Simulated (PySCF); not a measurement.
# [Dy(OH)4]−: other functionals and bases at one geometry

An exercise on one series of results from a longer session: the logs are not shown, and one member is left open.

Computed with PySCF 2.14.0. Level: several levels, as the steps say, no spin–orbit coupling.

3 further runs of the same task are left out: 2 for a known fault of the program, 1 that didn't finish.

### Where the work starts

9 atoms, charge -1, spin multiplicity 1.

Bond lengths: Dy1–O2 2.115 Å, Dy1–O4 2.115 Å, Dy1–O6 2.115 Å, Dy1–O8 2.115 Å, O2–H3 0.956 Å, O4–H5 0.956 Å, O6–H7 0.956 Å, O8–H9 0.956 Å. Angles: O2–Dy1–O4 109.2°, O2–Dy1–O6 109.6°, O2–Dy1–O8 109.6°, O4–Dy1–O6 109.6°, O4–Dy1–O8 109.6°, O6–Dy1–O8 109.2°, Dy1–O2–H3 177.2°, Dy1–O4–H5 177.2°, Dy1–O6–H7 177.2°, Dy1–O8–H9 177.2°.

As a file:

```xyz
9
charge -1, multiplicity 1
Dy    0.0000    0.0000    0.0000
O     1.3435    1.0814    1.2249
H     1.9199    1.6053    1.7790
O    -1.3435   -1.0814    1.2249
H    -1.9199   -1.6053    1.7790
O     1.0814   -1.3435   -1.2249
H     1.6053   -1.9199   -1.7790
O    -1.0814    1.3435   -1.2249
H    -1.6053    1.9199   -1.7790
```

Formal oxidation states: Dy +3. Each metal's 9 4f electrons lie in its core potential, so multiplicities, spins and levels count the valence alone. An earlier session relaxed this geometry at r2SCAN, Dy lcecp-1-SVP with ECP55, O def2-SVP, H def2-SVP (singlet, point group D2).

At r2SCAN on the finer grid: E = -340.286328 Eh, HOMO -0.99 eV, LUMO 4.19 eV, Mulliken charge on Dy1 +0.75 e, largest force component 0.016 eV/Å. 

Levels to run: HF; revPBE; wB97X; PBE; r2SCAN, TZVP. Hardware: 2 threads of Arm Neoverse V1, shared host.

The first run:

The input, run.py (the lines that set the calculation):

```python
mol = gto.M(atom='''
Dy     0.00000     0.00000     0.00000
O      1.34349     1.08143     1.22494
H      1.91994     1.60528     1.77899
O     -1.34349    -1.08143     1.22494
H     -1.91994    -1.60528     1.77899
O      1.08143    -1.34349    -1.22494
H      1.60528    -1.91994    -1.77899
O     -1.08143     1.34349    -1.22494
H     -1.60528     1.91994    -1.77899''',
    basis={'Dy': 'lcecp-1-SVP', 'O': 'def2-SVP', 'H': 'def2-SVP'},
    ecp={'Dy': 'lcecp-1-SVP'},
    charge=-1, spin=0)
mf = scf.RHF(mol)
mf = mf.density_fit()  # fitting sets: Dy AutoAux, O def2-universal-JKFIT, H def2-universal-JKFIT
mf.conv_tol = 1e-08; mf.max_cycle = 55
mf.kernel(dm0)  # dm0: the density of the relaxed state
```

The run is started by

```bash
> OMP_NUM_THREADS=2 python run.py
```

Steps of the session up to this table: HF; revPBE; wB97X; PBE; r2SCAN, TZVP.

One of the session's tables, all rows but one given; the rest of the session is left out.

| level | HOMO (eV) | gap (eV) | charge on Dy1 (e) | largest force component (eV/Å) |
| --- | --- | --- | --- | --- |
| r2SCAN (relaxed here) | -0.99 | 5.18 | 0.75 | 0.02 |
| HF | -6.68 | 12.75 | 1.40 | 0.98 |
| revPBE | ? | ? | ? | ? |
| wB97X | -4.81 | 10.59 | 0.78 | 0.17 |
| PBE | -0.61 | 4.25 | 0.51 | 0.26 |
| r2SCAN, TZVP | -1.44 | 5.37 | 1.51 | 0.22 |

Q: Estimate the row for revPBE from the others.

The run gave: HOMO (eV): -0.55; gap (eV): 4.23; charge on Dy1 (e): 0.56; largest force component (eV/Å): 0.27. In the column «HOMO (eV)» it is the highest.

In one basis the HOMO–LUMO gap runs from 4.23 eV (revPBE) to 12.75 eV (HF). The largest leftover force, 0.98 eV/Å with HF, stands at a geometry relaxed at another level. With 4f in the core, its levels are missing from HOMO and gap, and its count is fixed, so no charge can pass from the ligands into it. Total energies of different levels can't be compared.
